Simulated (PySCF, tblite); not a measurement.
**B₂H₄O₅, a small molecule taken as a stand-in for a surface group (boric unit): NMR shifts, core binding energies and electronic excitations**

Aim: the NMR shifts, core binding energies and electronic excitations of `OB(O)OB(O)O`.

Programs: tblite 0.8.0 and PySCF 2.14.0. All values are calculated, for the isolated system unless a continuum is named. Atoms count from 0, parts from 1.

## 1. The system as given

11 atoms, charge 0, multiplicity 1; geometry: distance geometry start.

## 2. Geometry optimisation with GFN2-xTB

The job: settings as JSON, then the geometry in Å.

```
{"job": {"kind": "relax", "xc": "GFN2-xTB", "basis": "xTB"}, "charge": 0, "multiplicity": 1}
O     -0.225108     0.923531     2.036723
B     -0.818479     1.246568     0.697229
O     -2.161064     0.599175     0.414560
O      0.124438     1.335546    -0.459896
B      1.257994     0.375584    -0.720966
O      2.327630     0.316698     0.271562
O      0.842710    -0.962235    -1.304572
H      0.566200     0.383847     2.160294
H     -2.360517     0.086372    -0.381498
H      2.693401     1.098115     0.745088
H      0.134851    -1.097120    -1.940459
```

Level: GFN2-xTB geometry optimisation, gas phase.

Run with:

```
$ OMP_NUM_THREADS=1 python cluster_run.py task.json out
```

This one command runs all jobs of the session in turn.

**Question.** The jobs that follow are: PBE0-D3(BJ)/def2-SVP geometry optimisation, gas phase; GIAO PBE0/pcSseg-2 NMR shielding, non-relativistic, gas phase; delta-SCF UKS SCAN, pcX-2 on the ionised atom, pcseg-1 elsewhere, spin-free X2C; TDDFT CAM-B3LYP/def2-SVPD, vertical, gas phase, core orbitals frozen in the response. Predict: point group; rotational constants (main isotopes); 1H shifts against TMS (PBE0/pcSseg-2, means over atoms taken as alike); 17O shifts against H2O (PBE0/pcSseg-2, means over atoms taken as alike); 11B shifts against BF3·OEt2 (PBE0/pcSseg-2, means over atoms taken as alike); O1s binding energies, SCAN/pcX-2; B1s binding energies, SCAN/pcX-2; lowest singlet (CAM-B3LYP/def2-SVPD); brightest single state of those computed; lowest triplet; vertical ionisation energy (ΔSCF).

As calculated:

```
                                                                    quantity                               value
                                                                 point group                                  C2
                                        rotational constants (main isotopes)                5.25, 1.72, 1.38 GHz
      1H shifts against TMS (PBE0/pcSseg-2, means over atoms taken as alike)                      2.95, 2.92 ppm
     17O shifts against H2O (PBE0/pcSseg-2, means over atoms taken as alike)               136.2, 91.8, 89.7 ppm
11B shifts against BF3·OEt2 (PBE0/pcSseg-2, means over atoms taken as alike)                            17.9 ppm
                                            O1s binding energies, SCAN/pcX-2  O0 539.57, O2 539.48, O3 539.20 eV
                                            B1s binding energies, SCAN/pcX-2                        B1 198.86 eV
                                        lowest singlet (CAM-B3LYP/def2-SVPD)         8.14 eV (152 nm), f = 0.002
                                    brightest single state of those computed         state 6, 9.20 eV, f = 0.063
                                                              lowest triplet                             7.89 eV
                                           vertical ionisation energy (ΔSCF)                            12.21 eV
```

The start of the PBE0/def2-SVP relaxation was shaken at random by about 0.01 Å, so part of the energy gained, and of the first lengths quoted, undoes that. Over 6 steps the energy fell by 0.147 eV; of the close pairs, O3–B4 changed most, 1.340 to 1.381 Å (PBE0/def2-SVP). No frequency check was run at this level, so the end point may be a saddle. At SCAN/pcX-2: O0 (oxygen bonded to B, H) binds its O1s electron 0.37 eV more tightly than O3 (oxygen bonded to 2 B). The lowest singlet, at 8.14 eV, is HOMO→LUMO 0.82, HOMO−1→LUMO+1 0.08 and is weak; of the 6 states computed, the strongest absorption comes from state 6 at 9.20 eV (the last computed, so partners may be missing). The lowest triplet lies 0.25 eV below the lowest singlet (triplets in Tamm-Dancoff, singlets in full TDDFT). The orbital energy would give 11.20 eV for ionisation, ΔSCF gives 12.21 eV. A capped cluster stands for the solid here, so long-range fields and strain are missing, and bands or shifts of the capping hydrogens have no counterpart in it.
